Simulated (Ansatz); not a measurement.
Working through a ladder of basis sets of H₃InOSi, SMILES [O]1[SiH2][InH]1

Program: Ansatz 0.2.0, Python API.

Interactive session:
```pycon
>>> import warnings
>>> import ansatz as az
>>> GEOMETRY = """
... O     0.74020   -0.92600    0.49790
... Si   -0.46220    0.02870   -0.40270
... In    0.65450    0.99940    1.08990
... H    -1.05140   -0.82930   -1.38430
... H     0.22560    1.12040   -1.12370
... H    -0.06460   -0.45720    1.27670
... """
>>> warnings.simplefilter("ignore", az.DeckWarning)
>>> molecule = az.Crystal.molecule()
>>> for line in GEOMETRY.strip().splitlines():
...     symbol, *xyz = line.split()
...     molecule = molecule.atom(symbol, [float(v) for v in xyz])
...
>>> base = molecule.calculation().functional("pbe0")
>>> energies = {}
>>> for basis in ["def2-SVP", "def2-SVPD", "def2-TZVP", "def2-TZVPP"]:
...     report = base.basis(gaussian=basis).run(threads=1, pin="off").report
...     size = report["n_frozen"] + report["n_occupied"][0] + report["n_virtual"][0]
...     energies[basis] = (report["reference_energy_ev"] / 27.211386246, report["free_energy_ev"] / 27.211386246)
...     print(f"{basis:14s} {size:4d} orbitals  reference {energies[basis][0]:14.6f} Ha  total {energies[basis][1]:14.6f} Ha")
...
def2-SVP         73 orbitals  reference    -556.100530 Ha  total    -556.100530 Ha
def2-SVPD       103 orbitals  reference    -556.111413 Ha  total    -556.111413 Ha
def2-TZVP       136 orbitals  reference    -556.317528 Ha  total    -556.317528 Ha
def2-TZVPP      165 orbitals  reference    -556.319175 Ha  total    -556.319175 Ha
>>> last = energies["def2-TZVPP"][1]
>>> for basis, (_, total) in energies.items():
...     print(f"{basis:14s} lies {27.211386 * (total - last):9.4f} eV above def2-TZVPP")
...
def2-SVP       lies    5.9496 eV above def2-TZVPP
def2-SVPD      lies    5.6535 eV above def2-TZVPP
def2-TZVP      lies    0.0448 eV above def2-TZVPP
def2-TZVPP     lies    0.0000 eV above def2-TZVPP
```

Against def2-SVP: def2-SVPD -10.9 mHa, def2-TZVP -217.0 mHa and def2-TZVPP -218.6 mHa. The last step alone is -1.65 mHa (these two sets differ little on atoms other than hydrogen). From the first set to the last the time grows from 2.7 to 5.4 s.

What to keep in mind:
- The drop along the ladder measures the basis error, and is no property of the molecule.
- The geometry is a force-field or estimated start, not a minimum of this method, and the last set is no limit. Much of the fall in a total is atomic energy, which cancels in bond and reaction energies.
- def2 sets replace the cores of elements past krypton by effective core potentials.
- Finished in 17 s on 1 thread of Arm Neoverse V1 (shared host), peak memory 0.31 GiB.
